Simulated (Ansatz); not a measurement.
# GeH+ (singlet): wave-function methods side by side, cc-pVQZ

How much of the correlation energy of GeH+ (singlet) does each wave-function method recover here?

Program: Ansatz 0.2.0, Gaussian basis. Level of theory: cc-pVQZ, core rule «outside noble gas», up to 14 orbitals frozen. These are calculated values, not measurements.

Plan: UHF; CCSD(T) on RHF; BCCD(T) on RHF; CCSDT(Q) on RHF; CASSCF and MRCISD+Q, 4 electrons in 5 orbitals; CASSCF and NEVPT2, 4 electrons in 5 orbitals; Full CI.

8 further runs of the same task are left out: 4 that didn't finish, 4 set aside as unsound or not needed.

## 1. What is computed

The geometry is a PBE0/def2-TZVP stationary point (not a proven minimum). No spin-orbit coupling is included. The filled d shell of Ge may be among the frozen orbitals whatever the setting's name suggests; the logs give the count.

2 atoms, charge 1, spin multiplicity 1.

Atoms are counted from 1 here; the program's logs count them from 0.

Bond lengths: Ge1–H2 1.589 Å.

As a file:

```xyz
2
charge 1, multiplicity 1
Ge    0.0000    0.0000    0.0000
H     0.0000    0.0000    1.5886
```

## 2. UHF

The input, in.yaml:

```yaml
crystal:
  periodic: [false, false, false]
  atoms:
    - {symbol: Ge, position_ang: [0.000000, 0.000000, 0.000000]}
    - {symbol: H, position_ang: [0.000000, 0.000000, 1.588631]}
basis:
  gaussian: {orbitals: cc-pVQZ}
total_charge: 1
magnetization: {spin_polarized: true, initial_magnetization: 0}
hamiltonian: {xc: hf}
output: {orbitals: {seedname: orbitals}}
```

Launch:

```console
> ansatz run in.yaml --threads 1 --pin off --events-out ev --progress --plain --max-ram 2393MiB
```

The runs that follow: CCSD(T) on RHF; BCCD(T) on RHF; CCSDT(Q) on RHF; CASSCF and MRCISD+Q, 4 electrons in 5 orbitals; CASSCF and NEVPT2, 4 electrons in 5 orbitals; Full CI.

Q: Predict the results of all the runs planned. Wanted: FCI below the RHF energy; RMP2 from FCI; RCCSD from FCI; RCCSD(T) from FCI; RCCSDT(Q) from FCI; NEVPT2 valence from FCI; MRCISD+Q valence from FCI; T1 diagnostic; effectively unpaired electrons.

As calculated:

| quantity | value |
| --- | --- |
| FCI below the RHF energy | -2.4350 eV |
| RMP2 from FCI | +552.7 meV |
| RCCSD from FCI | +49.3 meV |
| RCCSD(T) from FCI | +9.4 meV |
| RCCSDT(Q) from FCI | +0.3 meV |
| NEVPT2 valence from FCI | +324.7 meV |
| MRCISD+Q valence from FCI | +10.3 meV |
| levels within 1 kcal/mol (43 meV) | RCCSD(T), BCCD(T), RCCSDT, RCCSDT(Q), MRCISD valence, MRCISD+Q valence |
| T1 diagnostic | 0.011 |
| effectively unpaired electrons | 0.06 |

**Reading.** RCCSD(T) misses by +9.4 meV, 0.4 % of the correlation energy. One determinant dominates. Of the multireference levels listed MRCISD+Q valence comes nearest in total energy (+10.3 meV), which doesn't show that its space is the better one. These misses are within one basis, not against nature.
